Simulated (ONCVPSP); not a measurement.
# Pseudopotential generation for chlorine: ONCV, PBEsol

Aim: build the potential from the settings below, then test how well it stands in for the atom: other configurations, scattering, ghost states and the plane-wave cutoff that it needs.

Method: ONCVPSP 4.0.1, PBEsol, scalar-relativistic.

**1. The design**

The settings as typed:

```json
{"element": "chlorine (Cl, Z = 17)", "type": "optimised norm-conserving Vanderbilt (ONCV)", "frozen core": "[He]", "valence charge": "15", "reference configuration": "2s2 2p6 3s2 3p4.5 (charge +0.5)", "partial waves": "2s+3s: rc 0.70 bohr, ncon 3, nbas 6, qcut 18.8 1/bohr, 2 projectors; 2p+3p: rc 0.65 bohr, ncon 4, nbas 7, qcut 18.5 1/bohr, 2 projectors; d scattering state at 0.17 Ha: rc 0.70 bohr, ncon 3, nbas 6, qcut 11.5 1/bohr, 3 projectors, debl 0.9 Ha", "local potential": "polynomial inside 0.50 bohr (lpopt 3, dvloc0 0 Ha)", "core correction": "not asked for"}
```

An earlier all-electron run gives the scale for the radii.

All-electron outer shells of the reference configuration (PBEsol, scalar-relativistic, ld1.x):

```json
{"shell": "1s", "level (eV)": "-2753.03", "outermost node (bohr)": "–", "outermost maximum (bohr)": "0.06"}
{"shell": "2s", "level (eV)": "-258.29", "outermost node (bohr)": "0.12", "outermost maximum (bohr)": "0.36"}
{"shell": "2p", "level (eV)": "-197.53", "outermost node (bohr)": "–", "outermost maximum (bohr)": "0.30"}
{"shell": "3s", "level (eV)": "-26.11", "outermost node (bohr)": "0.55", "outermost maximum (bohr)": "1.27"}
{"shell": "3p", "level (eV)": "-13.77", "outermost node (bohr)": "0.53", "outermost maximum (bohr)": "1.41"}
```

**2. Generating the potential**

The input, Cl.dat:

```
# ATOM AND REFERENCE CONFIGURATION
# atsym  z   nc   nv     iexc    psfile
  Cl 17.00    1    4  -116133      upf
#
#   n    l    f
    1    0    2.00
    2    0    2.00
    2    1    6.00
    3    0    2.00
    3    1    4.50
#
# PSEUDOPOTENTIAL AND OPTIMIZATION
# lmax
    2
#
#   l,   rc,      ep,       ncon, nbas, qcut
    0    0.70    0.00    3    6   18.80
    1    0.65    0.00    4    7   18.50
    2    0.70    0.17    3    6   11.50
#
# LOCAL POTENTIAL
# lloc, lpopt,  rc(5),   dvloc0
    4    3    0.50    0.00
#
# VANDERBILT-KLEINMAN-BYLANDER PROJECTORs
# l, nproj, debl
    0    2    1.60
    1    2    3.20
    2    3    0.90
#
# MODEL CORE CHARGE
# icmod, fcfact, rcfact
    0    0.00    0.00
#
# LOG DERIVATIVE ANALYSIS
# epsh1, epsh2, depsh
  -11.00    5.00    0.04
#
# OUTPUT GRID
# rlmax, drl
    6.00    0.01
#
# TEST CONFIGURATIONS
# ncnf
    4
# nvcnf
#   n    l    f
    4
    2    0    2.00
    2    1    6.00
    3    0    2.00
    3    1    5.00
#
    4
    2    0    2.00
    2    1    6.00
    3    0    2.00
    3    1    4.00
#
    4
    2    0    2.00
    2    1    6.00
    3    0    2.00
    3    1    3.00
#
    4
    2    0    2.00
    2    1    5.00
    3    0    2.00
    3    1    5.00
#
```

Command:

```sh
$ oncvpsp.x < Cl.dat > Cl.out
```

Before running it: what results should come out? Wanted: cutoffs for 1 and 0.1 mHa per electron, occupied waves; bound ghosts; GHOST(+) flags; largest test error; largest phase difference near zero energy, channels read.

**Answer**, as computed:

| quantity | value |
| --- | --- |
| cutoffs for 1 and 0.1 mHa per electron, occupied waves | 162 Ha and 326 Ha |
| bound ghosts | d at -550.26 eV |
| GHOST(+) flags | d at 3562 eV |
| largest test error (AE − PS) | +482 meV, for 2s2 2p5 3s2 3p5 |
| largest phase difference near zero energy, channels read | 0.000 rad |

It has a bound ghost (d), a state that the atom doesn't have, and that rules the file out. By total energies transferability is fair for so large an energy: the largest error is 482 meV on 204.4 eV, for 2s2 2p5 3s2 3p5. That test lies far up in energy; among those under 40 eV, nearer to bonding, the largest error is 2.8 meV. The potential is very hard: the looser tolerance needs 162 Ha. Near zero energy the phases of the channels with partial waves agree within 0.001 rad. The program also flags highly localised states, GHOST(+) (d).
